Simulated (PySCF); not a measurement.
# The bond of BSb−, level by level

Aim: find the lowest electronic state of BSb−, scan its bond at several levels of theory, and get bond length, wavenumber and dissociation energy from each curve.

Method: B def2-SVPD, Sb def2-SVPD with ECP28, scalar-relativistic core potentials; program: PySCF 2.14.0.

3 further runs of the same task are left out: 3 set aside as unsound or not needed.

### 1 Set-up

The job is set up so:

- atoms: B, Sb
- charge: -1
- basis: B def2-SVPD, Sb def2-SVPD with ECP28
- Hamiltonian: scalar-relativistic core potentials
- basis functions: 52
- electrons treated: 29
- masses in u: 11.0093, 120.9038
- levels: PBE0, PBE, r²SCAN, M06-2X, r²SCANh, M06-L, LC-ωPBE
- grid: 80 radial by 434 angular points
- occupations: held fixed by the projection of orbital angular momentum
- dissociation limit: B + Sb−, each in its ground configuration
- starting distance in angstrom: 2.280
- values of 2S to try: 1, 3

Launch:

```console
OMP_NUM_THREADS=1 python dia.py task.json out
```

After the search, every level is run at each distance in turn; below they are sorted by level.

### 2 Which determinant to follow

Unrestricted PBE0 solutions at 2.280 Å, counted from the lowest. The search isn't exhaustive.

| 2Ms+1 | unpaired | term | E (eV) | ⟨S²⟩ | ⟨Lz²⟩ | μ (D) |
| --- | --- | --- | --- | --- | --- | --- |
| 2 | σ ↑ | ²Σ⁺ | 0.00 | 0.89 | 0.00 | 3.53 |
| 2 | π ↑ | ²Π | 0.12 | 0.76 | 1.01 | 4.96 |

2 of 10 solutions are listed, lowest first. Solutions whose top level lies above zero are left out, so the zero of the table need not be the lowest of all.

A term symbol stands only where ⟨S²⟩ and ⟨Lz²⟩ are near those of a pure state. A positive dipole points from B to Sb; in an ion it is taken about the centre of mass and does not tell which atom is negative.

Followed over a short scan are these candidates:

| 2Ms+1 | unpaired | R at minimum (Å) | energy at minimum (eV) |
| --- | --- | --- | --- |
| 2 | σ ↑ | 2.01 | 0.00 |
| 2 | π ↑ | 2.16 | 0.58 |

The search made 10 SCF attempts at the starting distance; with the short scans it took 17 s of wall time (1 thread of AMD EPYC 7R43 (Zen 3), shared host).

### 3 First curve: PBE0

State followed: ²Σ⁺ (doublet), unpaired electrons σ ↑. The scan is laid around 2.007 Å.

Log of the SCF at 2.007 Å:

```text
******** <class 'pyscf.dft.uks_symm.SymAdaptedUKS'> ********
method = SymAdaptedUKS
initial guess = minao
damping factor = 0
level_shift factor = 0
DIIS = <class 'pyscf.scf.diis.CDIIS'>
diis_start_cycle = 1
diis_space = 10
diis_damp = 0
SCF conv_tol = 1e-09
SCF conv_tol_grad = None
SCF max_cycles = 60
direct_scf = False
max_memory 909 MB (current use 323 MB)
number electrons alpha = 15  beta = 14
XC library pyscf.dft.libxc version 7.0.0
    S. Lehtola, C. Steigemann, M. J.T. Oliveira, and M. A.L. Marques.,  SoftwareX 7, 1–5 (2018)
XC functionals = PBE0
    C. Adamo and V. Barone.,  J. Chem. Phys. 110, 6158 (1999)
    M. Ernzerhof and G. E. Scuseria.,  J. Chem. Phys. 110, 5029 (1999)
small_rho_cutoff = 0
Overwritten attributes  get_k get_jk get_hcore get_j get_occ  of <class 'pyscf.dft.uks_symm.SymAdaptedUKS'>
<class 'pyscf.dft.uks_symm.SymAdaptedUKS'> does not have attributes  refdm
Set gradient conv threshold to 3.16228e-05
init E= -264.96730110184
cycle= 1 E= -264.979042911748  delta_E= -0.0117  |g|= 0.0188  |ddm|= 0.0719
cycle= 2 E= -264.978257515427  delta_E= 0.000785  |g|= 0.0353  |ddm|= 0.0805
cycle= 3 E= -264.979255183564  delta_E= -0.000998  |g|= 0.0131  |ddm|= 0.0558
cycle= 4 E= -264.9794028685  delta_E= -0.000148  |g|= 0.00069  |ddm|= 0.0188
cycle= 5 E= -264.979403645462  delta_E= -7.77e-07  |g|= 0.000294  |ddm|= 0.00234
cycle= 6 E= -264.979403962788  delta_E= -3.17e-07  |g|= 0.000113  |ddm|= 0.00165
cycle= 7 E= -264.979404039011  delta_E= -7.62e-08  |g|= 5.9e-05  |ddm|= 0.000841
cycle= 8 E= -264.979404077218  delta_E= -3.82e-08  |g|= 4.02e-05  |ddm|= 0.000541
cycle= 9 E= -264.979404115006  delta_E= -3.78e-08  |g|= 1.06e-05  |ddm|= 0.000999
cycle= 10 E= -264.979404117379  delta_E= -2.37e-09  |g|= 2.26e-06  |ddm|= 0.000288
cycle= 11 E= -264.979404117413  delta_E= -3.4e-11  |g|= 4.02e-07  |ddm|= 3.45e-05
Extra cycle  E= -264.979404117412  delta_E= 3.98e-13  |g|= 9.85e-07  |ddm|= 2.2e-06
converged SCF energy = -264.979404117412  <S^2> = 0.80287819  2S+1 = 2.0521971
```

Points of the scan, energies from the lowest:

| R (Å) | E (eV) | μ (D) | Mulliken charge of B (e) | Mayer bond order | ⟨S²⟩ | HOMO (eV) | LUMO (eV) |
| --- | --- | --- | --- | --- | --- | --- | --- |
| 1.7260 | 1.2562 | 2.95 | -0.39 | 2.89 | 0.77 | -0.54 | 2.96 |
| 1.8063 | 0.5609 | 3.04 | -0.38 | 2.82 | 0.78 | -0.42 | 2.82 |
| 1.8866 | 0.1748 | 3.13 | -0.38 | 2.76 | 0.79 | -0.32 | 2.68 |
| 1.9468 | 0.0377 | 3.19 | -0.38 | 2.72 | 0.79 | -0.26 | 2.58 |
| 2.0070 | 0.0000 | 3.26 | -0.39 | 2.67 | 0.80 | -0.20 | 2.48 |
| 2.0672 | 0.0390 | 3.32 | -0.41 | 2.62 | 0.81 | -0.16 | 2.38 |
| 2.1475 | 0.1787 | 3.40 | -0.43 | 2.56 | 0.83 | -0.11 | 2.25 |
| 2.2478 | 0.4466 | 3.50 | -0.45 | 2.46 | 0.87 | -0.07 | 2.12 |
| 2.3683 | 0.8417 | 3.63 | -0.47 | 2.33 | 0.96 | -0.04 | 1.98 |
| 2.5288 | 1.4025 | 3.87 | -0.49 | 2.14 | 1.11 | 0.04 | 1.84 |

The fit gives Re = 2.004 Å, ωe = 759 cm⁻¹, ωexe = 3.76 cm⁻¹, αe = 0.00268 cm⁻¹, Be = 0.4161 cm⁻¹, De = 4.24 eV, μ = 3.25 D.

Orbitals nearest the gap at 2.007 Å:

| spin | orbital | ε (eV) | filled | made of |
| --- | --- | --- | --- | --- |
| β | δ | -29.13 | yes | Sb d 100 % |
| α | σ | -9.44 | yes | Sb s 69 %, B s 24 % |
| β | σ | -9.11 | yes | Sb s 74 %, B s 20 % |
| α | σ | -4.36 | yes | B s 51 %, Sb s 22 %, Sb p 21 % |
| β | σ | -3.24 | yes | B s 45 %, Sb p 33 %, Sb s 20 % |
| α | σ | -1.03 | yes | B p 48 %, Sb p 33 %, B s 9 % |
| α | π | -0.32 | yes | Sb p 61 %, B p 39 % |
| α | π | -0.32 | yes | Sb p 61 %, B p 39 % |
| β | π | -0.20 | yes | Sb p 76 %, B p 24 % |
| β | π | -0.20 | yes | Sb p 76 %, B p 24 % |
| β | σ | 2.48 | no | B s 47 %, B p 24 %, Sb p 22 % |
| α | π | 4.03 | no | B p 36 %, Sb d 25 %, Sb p 24 % |
| α | π | 4.03 | no | B p 36 %, Sb d 25 %, Sb p 24 % |
| β | π | 4.58 | no | B p 43 %, Sb d 33 %, Sb p 13 % |

Polarisability there: 123.1 bohr³ along the bond, 81.7 across it.

### 4 Fields at the reference distance

Orbitals, density, ELF and potential are computed afterwards from the orbital file.

Frontier orbitals at PBE0 (alpha spin), with the share of their density that lies nearest to each atom:

| orbital | energy (eV) | lies on |
| --- | --- | --- |
| HOMO | -0.32 | Sb2 58 %; B1 42 % |
| LUMO | 4.03 | B1 53 %; Sb2 47 % |

ELF in a plane through or near 2 of the atoms.

Ten even steps from '0' (0.00) to '9' (0.97):
```
0000000000112233444432100000
0000011122233445566554321000
0001223333344556677766532100
0123445555555566777777643210
0134556666665667777887653310
1355678877777666666678764321
2467889988778764333357775431
3678899986578642344335776532
4688999931138533777634776532
4688999816937525614743676532
4688999816937525614743676532
4688999931128533777634776532
3678899986578642344335776532
2467889988778764323357775431
1355678877777666666678764321
0134556666665667778887653310
0123445555555566777777643210
0001223333344556677766532100
0000011122233445566554321000
0000000000112233444432100000
```
The map spans 7.2 Å across and 5.2 Å up, centred on the molecule. Atoms in the plane (x, y in Å): B1 (-1.0, 0.0), Sb2 (1.0, 0.0).

On the surface of density 0.002 e/bohr³ the electrostatic potential runs, from the 1st to the 99th percentile, from -5.67 V near B1 to -4.43 V near Sb2.

The spin density lies nearest to B1 74 %; Sb2 26 % (both signs).

Core electrons inside the core potentials are missing from the density.

### 5 Excited determinants

State 2: ²Π (doublet), unpaired electrons π ↑, an excited solution.

Output of the SCF at 2.007 Å:

```text
[... 13 set-up lines left out, the same as in an earlier log ...]
max_memory 909 MB (current use 374 MB)
[... 8 set-up lines left out, the same as in an earlier log ...]
init E= -264.940120989451
cycle= 1 E= -264.951446868395  delta_E= -0.0113  |g|= 0.0191  |ddm|= 0.0735
cycle= 2 E= -264.950625611329  delta_E= 0.000821  |g|= 0.0361  |ddm|= 0.144
cycle= 3 E= -264.951810027298  delta_E= -0.00118  |g|= 0.00418  |ddm|= 0.08
cycle= 4 E= -264.951824657913  delta_E= -1.46e-05  |g|= 0.000818  |ddm|= 0.0116
cycle= 5 E= -264.951825284194  delta_E= -6.26e-07  |g|= 0.000118  |ddm|= 0.00292
cycle= 6 E= -264.951825341284  delta_E= -5.71e-08  |g|= 4.99e-05  |ddm|= 0.000791
cycle= 7 E= -264.951825359428  delta_E= -1.81e-08  |g|= 2.6e-05  |ddm|= 0.000441
cycle= 8 E= -264.951825364812  delta_E= -5.38e-09  |g|= 9.44e-06  |ddm|= 0.000271
cycle= 9 E= -264.951825365535  delta_E= -7.23e-10  |g|= 1.86e-06  |ddm|= 0.00011
Extra cycle  E= -264.951825365547  delta_E= -1.18e-11  |g|= 1.72e-06  |ddm|= 1.11e-05
converged SCF energy = -264.951825365547  <S^2> = 0.75370464  2S+1 = 2.0037012
```

Re = 2.152 Å, ωe = 605 cm⁻¹, ωexe = 2.83 cm⁻¹, αe = 0.00248 cm⁻¹, Be = 0.3609 cm⁻¹, μ = 5.27 D. Its minimum lies 0.58 eV above that of the lowest state.

Energy (eV) from the lowest point of the lowest state:

| R (Å) | lowest | state 2 |
| --- | --- | --- |
| 1.726 | 1.256 | 2.883 |
| 1.806 | 0.561 | 1.915 |
| 1.887 | 0.175 | 1.274 |
| 1.947 | 0.038 | 0.957 |
| 2.007 | 0.000 | 0.750 |
| 2.067 | 0.039 | 0.631 |
| 2.147 | 0.179 | 0.577 |
| 2.248 | 0.447 | 0.632 |
| 2.368 | 0.842 | 0.817 |
| 2.529 | 1.402 | 1.176 |

### 6 PBE (GGA)

Log of the SCF at 2.007 Å:

```text
[... 13 set-up lines left out, the same as in an earlier log ...]
max_memory 909 MB (current use 339 MB)
[... 3 set-up lines left out, the same as in an earlier log ...]
XC functionals = PBE
    J. P. Perdew, K. Burke, and M. Ernzerhof.,  Phys. Rev. Lett. 77, 3865 (1996)
    J. P. Perdew, K. Burke, and M. Ernzerhof.,  Phys. Rev. Lett. 78, 1396 (1997)
    J. P. Perdew, K. Burke, and M. Ernzerhof.,  Phys. Rev. Lett. 77, 3865 (1996)
    J. P. Perdew, K. Burke, and M. Ernzerhof.,  Phys. Rev. Lett. 78, 1396 (1997)
[... 2 set-up lines left out, the same as in an earlier log ...]
init E= -264.966636646735
cycle= 1 E= -264.965949984554  delta_E= 0.000687  |g|= 0.0505  |ddm|= 0.193
cycle= 2 E= -264.919974342347  delta_E= 0.046  |g|= 0.221  |ddm|= 0.345
cycle= 3 E= -264.967932135411  delta_E= -0.048  |g|= 0.0146  |ddm|= 0.295
cycle= 4 E= -264.968130826354  delta_E= -0.000199  |g|= 0.00404  |ddm|= 0.0175
cycle= 5 E= -264.968151893386  delta_E= -2.11e-05  |g|= 0.000884  |ddm|= 0.00981
cycle= 6 E= -264.968155736765  delta_E= -3.84e-06  |g|= 0.000524  |ddm|= 0.00582
cycle= 7 E= -264.968157920043  delta_E= -2.18e-06  |g|= 0.000164  |ddm|= 0.00618
cycle= 8 E= -264.968158149247  delta_E= -2.29e-07  |g|= 5.95e-05  |ddm|= 0.00274
cycle= 9 E= -264.968158152868  delta_E= -3.62e-09  |g|= 9.71e-06  |ddm|= 0.000145
cycle= 10 E= -264.96815815298  delta_E= -1.12e-10  |g|= 9.37e-07  |ddm|= 3.14e-05
Extra cycle  E= -264.968158152981  delta_E= -1.02e-12  |g|= 4.51e-07  |ddm|= 4.2e-06
converged SCF energy = -264.968158152981  <S^2> = 0.7723586  2S+1 = 2.022235
```

Re = 2.022 Å, ωe = 726 cm⁻¹, ωexe = 3.67 cm⁻¹, αe = 0.00273 cm⁻¹, Be = 0.4084 cm⁻¹, De = 4.62 eV, μ = 3.52 D. 8.6 s of CPU time for 12 points, integrals apart.

### 7 r²SCAN (meta-GGA)

The SCF at the reference distance, 2.007 Å, printed:

```text
[... 13 set-up lines left out, the same as in an earlier log ...]
max_memory 909 MB (current use 340 MB)
[... 3 set-up lines left out, the same as in an earlier log ...]
XC functionals = R2SCAN
    J. W. Furness, A. D. Kaplan, J. Ning, J. P. Perdew, and J. Sun.,  J. Phys. Chem. Lett. 11, 8208-8215 (2020)
    J. W. Furness, A. D. Kaplan, J. Ning, J. P. Perdew, and J. Sun.,  J. Phys. Chem. Lett. 11, 9248-9248 (2020)
    J. W. Furness, A. D. Kaplan, J. Ning, J. P. Perdew, and J. Sun.,  J. Phys. Chem. Lett. 11, 8208-8215 (2020)
    J. W. Furness, A. D. Kaplan, J. Ning, J. P. Perdew, and J. Sun.,  J. Phys. Chem. Lett. 11, 9248-9248 (2020)
[... 2 set-up lines left out, the same as in an earlier log ...]
init E= -265.089977938831
cycle= 1 E= -265.090370637758  delta_E= -0.000393  |g|= 0.00932  |ddm|= 0.0775
cycle= 2 E= -265.08896095429  delta_E= 0.00141  |g|= 0.0401  |ddm|= 0.0605
cycle= 3 E= -265.090461854235  delta_E= -0.0015  |g|= 0.00164  |ddm|= 0.0465
cycle= 4 E= -265.090465281721  delta_E= -3.43e-06  |g|= 0.00064  |ddm|= 0.00429
cycle= 5 E= -265.090466880026  delta_E= -1.6e-06  |g|= 0.000377  |ddm|= 0.0033
cycle= 6 E= -265.090467772446  delta_E= -8.92e-07  |g|= 0.000264  |ddm|= 0.00276
cycle= 7 E= -265.090468500933  delta_E= -7.28e-07  |g|= 0.000115  |ddm|= 0.00347
cycle= 8 E= -265.090468743124  delta_E= -2.42e-07  |g|= 2.58e-05  |ddm|= 0.00317
cycle= 9 E= -265.090468747307  delta_E= -4.18e-09  |g|= 5.47e-06  |ddm|= 0.000441
cycle= 10 E= -265.090468747355  delta_E= -4.77e-11  |g|= 8.77e-07  |ddm|= 4.21e-05
Extra cycle  E= -265.090468747347  delta_E= 7.67e-12  |g|= 3.06e-06  |ddm|= 6e-06
converged SCF energy = -265.090468747347  <S^2> = 0.81420803  2S+1 = 2.0632092
```

Re = 2.009 Å, ωe = 752 cm⁻¹, ωexe = 3.88 cm⁻¹, αe = 0.00270 cm⁻¹, Be = 0.4139 cm⁻¹, De = 4.40 eV, μ = 3.18 D. 12 s of CPU time for 12 points, integrals apart.

### 8 M06-2X

The SCF at the reference distance, 2.007 Å, printed:

```text
[... 13 set-up lines left out, the same as in an earlier log ...]
max_memory 909 MB (current use 353 MB)
[... 3 set-up lines left out, the same as in an earlier log ...]
XC functionals = M062X
    Y. Zhao and D. G. Truhlar.,  Theor. Chem. Acc. 120, 215 (2008)
    Y. Zhao and D. G. Truhlar.,  Theor. Chem. Acc. 120, 215 (2008)
[... 2 set-up lines left out, the same as in an earlier log ...]
init E= -264.91026434394
cycle= 1 E= -264.912630225342  delta_E= -0.00237  |g|= 0.0135  |ddm|= 0.35
cycle= 2 E= -264.91257418466  delta_E= 5.6e-05  |g|= 0.0167  |ddm|= 0.0734
cycle= 3 E= -264.912807019814  delta_E= -0.000233  |g|= 0.00584  |ddm|= 0.0281
cycle= 4 E= -264.912855010957  delta_E= -4.8e-05  |g|= 0.00192  |ddm|= 0.0144
cycle= 5 E= -264.912868856509  delta_E= -1.38e-05  |g|= 0.0014  |ddm|= 0.00598
cycle= 6 E= -264.912898029545  delta_E= -2.92e-05  |g|= 0.000683  |ddm|= 0.0186
cycle= 7 E= -264.912906558091  delta_E= -8.53e-06  |g|= 0.000293  |ddm|= 0.014
cycle= 8 E= -264.912907030198  delta_E= -4.72e-07  |g|= 7.59e-05  |ddm|= 0.00307
cycle= 9 E= -264.912907073043  delta_E= -4.28e-08  |g|= 3.11e-05  |ddm|= 0.00101
cycle= 10 E= -264.91290707932  delta_E= -6.28e-09  |g|= 8.41e-06  |ddm|= 0.000335
cycle= 11 E= -264.912907079662  delta_E= -3.42e-10  |g|= 1.7e-06  |ddm|= 6.6e-05
Extra cycle  E= -264.91290707967  delta_E= -7.45e-12  |g|= 1.1e-06  |ddm|= 8.91e-06
converged SCF energy = -264.91290707967  <S^2> = 0.84187634  2S+1 = 2.0898577
```

Re = 2.001 Å, ωe = 755 cm⁻¹, ωexe = 4.26 cm⁻¹, αe = 0.00296 cm⁻¹, Be = 0.4173 cm⁻¹, De = 3.66 eV, μ = 2.99 D. 15 s of CPU time for 12 points, integrals apart.

### 9 r²SCANh

The SCF at the reference distance, 2.007 Å, printed:

```text
[... 13 set-up lines left out, the same as in an earlier log ...]
max_memory 909 MB (current use 354 MB)
[... 3 set-up lines left out, the same as in an earlier log ...]
XC functionals = HYB_MGGA_XC_R2SCANH
    M. Bursch, H. Neugebauer, S. Ehlert, and S. Grimme.,  J. Chem. Phys. 156, 134105 (2022)
[... 2 set-up lines left out, the same as in an earlier log ...]
init E= -265.076142754948
cycle= 1 E= -265.076218761555  delta_E= -7.6e-05  |g|= 0.0155  |ddm|= 0.0664
cycle= 2 E= -265.073393241077  delta_E= 0.00283  |g|= 0.0579  |ddm|= 0.0915
cycle= 3 E= -265.076470584814  delta_E= -0.00308  |g|= 0.0016  |ddm|= 0.0682
cycle= 4 E= -265.076482108103  delta_E= -1.15e-05  |g|= 0.000845  |ddm|= 0.00798
cycle= 5 E= -265.076488973859  delta_E= -6.87e-06  |g|= 0.000659  |ddm|= 0.00695
cycle= 6 E= -265.07649581876  delta_E= -6.84e-06  |g|= 0.000519  |ddm|= 0.0105
cycle= 7 E= -265.076498667674  delta_E= -2.85e-06  |g|= 0.000136  |ddm|= 0.00901
cycle= 8 E= -265.076498969906  delta_E= -3.02e-07  |g|= 1.92e-05  |ddm|= 0.00384
cycle= 9 E= -265.076498971605  delta_E= -1.7e-09  |g|= 3.68e-06  |ddm|= 0.000319
cycle= 10 E= -265.076498971633  delta_E= -2.71e-11  |g|= 1.18e-06  |ddm|= 2.39e-05
Extra cycle  E= -265.076498971625  delta_E= 7.96e-12  |g|= 3.37e-06  |ddm|= 7.74e-06
converged SCF energy = -265.076498971625  <S^2> = 0.83207188  2S+1 = 2.0804537
```

Re = 2.004 Å, ωe = 760 cm⁻¹, ωexe = 3.97 cm⁻¹, αe = 0.00271 cm⁻¹, Be = 0.4159 cm⁻¹, De = 4.28 eV, μ = 3.12 D. 14 s of CPU time for 12 points, integrals apart.

### 10 M06-L

The SCF at the reference distance, 2.007 Å, printed:

```text
[... 17 set-up lines left out, the same as in an earlier log ...]
XC functionals = M06L
    Y. Zhao and D. G. Truhlar.,  J. Chem. Phys. 125, 194101 (2006)
    Y. Zhao and D. G. Truhlar.,  J. Chem. Phys. 125, 194101 (2006)
[... 3 set-up lines left out, the same as in an earlier log ...]
init E= -265.166729747646
cycle= 1 E= -265.15954404676  delta_E= 0.00719  |g|= 0.102  |ddm|= 0.393
cycle= 2 E= -265.020398152718  delta_E= 0.139  |g|= 0.372  |ddm|= 0.608
cycle= 3 E= -265.169010286066  delta_E= -0.149  |g|= 0.0167  |ddm|= 0.515
cycle= 4 E= -265.169214435349  delta_E= -0.000204  |g|= 0.00865  |ddm|= 0.0363
cycle= 5 E= -265.169270564544  delta_E= -5.61e-05  |g|= 0.00324  |ddm|= 0.0161
cycle= 6 E= -265.169282393164  delta_E= -1.18e-05  |g|= 0.000477  |ddm|= 0.00701
cycle= 7 E= -265.169283485044  delta_E= -1.09e-06  |g|= 0.000287  |ddm|= 0.00316
cycle= 8 E= -265.169284261994  delta_E= -7.77e-07  |g|= 9.36e-05  |ddm|= 0.00407
cycle= 9 E= -265.169284329461  delta_E= -6.75e-08  |g|= 3.95e-05  |ddm|= 0.0013
cycle= 10 E= -265.169284332607  delta_E= -3.15e-09  |g|= 2.93e-06  |ddm|= 0.000235
cycle= 11 E= -265.169284332632  delta_E= -2.54e-11  |g|= 1.5e-06  |ddm|= 3.02e-05
Extra cycle  E= -265.169284332588  delta_E= 4.35e-11  |g|= 6.93e-06  |ddm|= 1.02e-05
converged SCF energy = -265.169284332588  <S^2> = 0.80619016  2S+1 = 2.0554223
```

Re = 2.012 Å, ωe = 751 cm⁻¹, ωexe = 3.83 cm⁻¹, αe = 0.00271 cm⁻¹, Be = 0.4128 cm⁻¹, De = 4.64 eV, μ = 3.42 D. 12 s of CPU time for 12 points, integrals apart.

### 11 LC-ωPBE

Log of the SCF at 2.007 Å:

```text
[... 13 set-up lines left out, the same as in an earlier log ...]
max_memory 909 MB (current use 355 MB)
[... 3 set-up lines left out, the same as in an earlier log ...]
XC functionals = LC_WPBE
    O. A. Vydrov and G. E. Scuseria.,  J. Chem. Phys. 125, 234109 (2006)
[... 2 set-up lines left out, the same as in an earlier log ...]
init E= -264.993319898716
cycle= 1 E= -264.995554570902  delta_E= -0.00223  |g|= 0.0141  |ddm|= 0.118
cycle= 2 E= -264.995848892339  delta_E= -0.000294  |g|= 0.00865  |ddm|= 0.0535
cycle= 3 E= -264.995959825293  delta_E= -0.000111  |g|= 0.00625  |ddm|= 0.0194
cycle= 4 E= -264.996060405041  delta_E= -0.000101  |g|= 0.00383  |ddm|= 0.0167
cycle= 5 E= -264.9961539851  delta_E= -9.36e-05  |g|= 0.00356  |ddm|= 0.0157
cycle= 6 E= -264.996424563619  delta_E= -0.000271  |g|= 0.00297  |ddm|= 0.0498
cycle= 7 E= -264.996760279096  delta_E= -0.000336  |g|= 0.00192  |ddm|= 0.113
cycle= 8 E= -264.996763715692  delta_E= -3.44e-06  |g|= 0.000909  |ddm|= 0.00934
cycle= 9 E= -264.996773052634  delta_E= -9.34e-06  |g|= 0.000351  |ddm|= 0.0244
cycle= 10 E= -264.99677355361  delta_E= -5.01e-07  |g|= 5.43e-05  |ddm|= 0.00497
cycle= 11 E= -264.99677351518  delta_E= 3.84e-08  |g|= 8.59e-05  |ddm|= 0.00271
cycle= 12 E= -264.996773580254  delta_E= -6.51e-08  |g|= 8.45e-06  |ddm|= 0.00173
cycle= 13 E= -264.996773580529  delta_E= -2.75e-10  |g|= 6.21e-06  |ddm|= 0.000247
Extra cycle  E= -264.996773580583  delta_E= -5.45e-11  |g|= 6.48e-06  |ddm|= 2.11e-05
converged SCF energy = -264.996773580583  <S^2> = 1.0095708  2S+1 = 2.244612
```

Re = 1.977 Å, ωe = 787 cm⁻¹, ωexe = 3.80 cm⁻¹, αe = 0.00282 cm⁻¹, Be = 0.4273 cm⁻¹, De = 3.78 eV, μ = 3.05 D.

### 12 All curves

Energy (eV) from each level's lowest point:

| R (Å) | PBE | r²SCAN | M06-L | r²SCANh | PBE0 | M06-2X | LC-ωPBE |
| --- | --- | --- | --- | --- | --- | --- | --- |
| 1.726 | 1.348 | 1.292 | 1.322 | 1.265 | 1.256 | 1.235 | 1.066 |
| 1.806 | 0.631 | 0.585 | 0.603 | 0.565 | 0.561 | 0.545 | 0.429 |
| 1.887 | 0.219 | 0.189 | 0.198 | 0.177 | 0.175 | 0.165 | 0.099 |
| 1.947 | 0.060 | 0.045 | 0.049 | 0.038 | 0.038 | 0.033 | 0.002 |
| 2.007 | 0.000 | 0.000 | 0.000 | 0.000 | 0.000 | 0.000 | 0.000 |
| 2.067 | 0.016 | 0.033 | 0.029 | 0.039 | 0.039 | 0.042 | 0.071 |
| 2.147 | 0.125 | 0.164 | 0.157 | 0.178 | 0.179 | 0.181 | 0.249 |
| 2.248 | 0.356 | 0.422 | 0.412 | 0.444 | 0.447 | 0.442 | 0.558 |
| 2.368 | 0.713 | 0.805 | 0.793 | 0.834 | 0.842 | 0.828 | 0.999 |
| 2.529 | 1.237 | 1.349 | 1.335 | 1.388 | 1.402 | 1.384 | 1.622 |

The whole job (state search and all levels along the bond) took 2.7 min on 1 thread of AMD EPYC 7R43 64-Core (shared host), peak memory 0.66 GiB.

### 13 Constants by level of theory

Lowest PBE0 solution found, without spin–orbit coupling: ²Σ⁺ (doublet), unpaired electrons σ ↑. State 2 has its PBE0 minimum 0.58 eV higher. The other levels ran on the lowest alone.

| level | Re (Å) | ωe (cm⁻¹) | De (eV) | μ (D) |
| --- | --- | --- | --- | --- |
| PBE | 2.022 | 726 | 4.62 | 3.52 |
| r²SCAN | 2.009 | 752 | 4.40 | 3.18 |
| M06-L | 2.012 | 751 | 4.64 | 3.42 |
| r²SCANh | 2.004 | 760 | 4.28 | 3.12 |
| PBE0 | 2.004 | 759 | 4.24 | 3.25 |
| M06-2X | 2.001 | 755 | 3.66 | 2.99 |
| LC-ωPBE | 1.977 | 787 | 3.78 | 3.05 |

De is counted to B + Sb− in their ground configurations. A positive dipole points from B to Sb; in an ion it is taken about the centre of mass and does not tell which atom is negative. ⟨S²⟩ is off the pure value of 0.75 by over a tenth at r²SCANh 0.83, M06-2X 0.84, LC-ωPBE 0.97.

Time per point (s) on 1 thread of AMD EPYC 7R43, shared host (CPU time, shared integrals of 0.22 s apart; correlated levels include their reference); the times are rough: PBE 0.72, r²SCAN 1, M06-L 1, r²SCANh 1.2, PBE0 1.3, M06-2X 1.2, LC-ωPBE 1.2.

Bond lengths run from 1.977 Å (LC-ωPBE) to 2.022 Å (PBE). Of the levels with a De here, M06-2X gives the least (3.66 eV) and M06-L the most (4.64 eV).

Spin–orbit coupling is left out, which matters for elements this heavy, above all for dissociation energies. With some functionals the highest level of the anion is positive, from self-interaction error or because the anion is truly unbound there; the finite basis then holds the extra electron, and no neutral molecule was run to test the binding. With spin–orbit coupling the term label itself may not hold.
